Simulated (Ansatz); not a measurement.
# BF2H6NO: the cost of one run

All numbers below are computed with Ansatz 0.2.0 (RKS PBE0-D4/def2-SVP).

## (1) Starting point

Bond lengths: B1–F3 1.330 Å, B1–F4 1.334 Å, B1–N6 1.801 Å, N6–H9 1.009 Å, N6–H10 1.010 Å, O8–H11 0.960 Å. Angles: F3–B1–F4 117.6°, F3–B1–N6 110.7°, F4–B1–N6 109.2°, B1–N6–H9 109.1°, B1–N6–H10 110.9°, H9–N6–H10 110.2°.

As a file:

```xyz
11

B    -0.3845   -1.1225   -0.4044
H     1.0757   -0.9548   -0.0439
F    -0.5216   -1.6197   -1.6301
F    -0.9937   -1.7641    0.5938
H     0.2272    1.1201    0.2439
N    -0.8537    0.6162   -0.3662
H     1.4193   -0.1139    0.3377
O     1.4006    1.0952    0.7504
H    -0.9379    0.9559   -1.3130
H    -1.7244    0.7430    0.1289
H     1.2930    1.0446    1.7028
```

## (2) A restrained relaxation towards end A

Springs on the bonds that form and break draw the guess towards this end; the thresholds are loose.

input.yaml reads:

```yaml
crystal:
  periodic: [false, false, false]
  atoms:
    - { symbol: B, position_ang: [-0.3845, -1.1225, -0.4044] }
    - { symbol: H, position_ang: [1.0757, -0.9548, -0.0439] }
    - { symbol: F, position_ang: [-0.5216, -1.6197, -1.6301] }
    - { symbol: F, position_ang: [-0.9937, -1.7641, 0.5938] }
    - { symbol: H, position_ang: [0.2272, 1.1201, 0.2439] }
    - { symbol: "N", position_ang: [-0.8537, 0.6162, -0.3662] }
    - { symbol: H, position_ang: [1.4193, -0.1139, 0.3377] }
    - { symbol: O, position_ang: [1.4006, 1.0952, 0.7504] }
    - { symbol: H, position_ang: [-0.9379, 0.9559, -1.313] }
    - { symbol: H, position_ang: [-1.7244, 0.743, 0.1289] }
    - { symbol: H, position_ang: [1.293, 1.0446, 1.7028] }
basis:
  gaussian: { orbitals: def2-SVP }
hamiltonian:
  xc: pbe0
  dispersion: d4
relax:
  f_tol: 0.15
  max_steps: 25
  restrain:
    - { distance: [0, 5], at: 2.85, k: 30.0 }
    - { distance: [4, 7], at: 2.27, k: 30.0 }
    - { distance: [6, 1], at: 1.92, k: 30.0 }
    - { distance: [0, 1], at: 1.15, k: 30.0 }
    - { distance: [4, 5], at: 1.02, k: 30.0 }
    - { distance: [6, 7], at: 0.97, k: 30.0 }
```

Command:

```bash
ansatz run input.yaml --threads 2 --pin off --max-ram 3072MiB --backend cpu --events-out ev --progress --plain --runs-dir out
```

**Question.** How long does this run take on 2 threads of Intel Xeon Platinum 8488C (Sapphire Rapids), shared host, and how much memory does it need?

About 67 s, with a peak of 0.22 GiB.
